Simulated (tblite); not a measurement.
# C4H5BCl2O2: the cost of one run

The runs use tblite 0.8.0 and PySCF 2.14.0, with density-fitted response routines of our own; the level of theory stands in each step. All values are computed, except where a source is named. Atoms count from 0, in the outputs and in this text.

## (1) The molecule as given

14 atoms, charge 0, multiplicity 1; geometry from: force field or distance geometry start.

Bonds of the start (Å): C0–C1 1.31, C1–C2 1.47, C2–O3 1.26, C2–O4 1.36, O4–C5 1.39, C5–B6 1.59, B6–Cl7 1.84, B6–Cl8 1.86, C0–H9 1.10, C0–H10 1.09, C1–H11 1.08, C5–H12 1.11, C5–H13 1.12.

## (2) Geometry optimisation with GFN2-xTB

Job settings and geometry (Å):

```
{"job": {"kind": "relax", "xc": "GFN2-xTB", "basis": "xTB"}, "charge": 0, "multiplicity": 1}
C     -3.076900    -0.669900    -0.257400
C     -1.774800    -0.749400    -0.335700
C     -0.855900     0.123300     0.408400
O     -1.262000     1.055700     1.158600
O      0.486400    -0.060200     0.261600
C      1.504700     0.676500     0.862600
B      2.958300     0.185500     0.454600
Cl     3.437200    -1.584500     0.336400
Cl     4.344500     1.409900     0.603600
H     -3.725200    -1.358700    -0.825000
H     -3.617400     0.057300     0.342000
H     -1.360000    -1.524000    -0.958500
H      1.486700     0.693900     1.970200
H      1.453600     1.744200     0.516500
```

Command:

```bash
$ OMP_NUM_THREADS=1 python probes_run.py task.json out
```

This one command runs all jobs of the session in turn.

Q: Estimate the wall time and peak memory of this first job on 1 thread of Intel Xeon at 2.70GHz, shared host.

About 4.2 s, with a peak of 0.18 GiB.
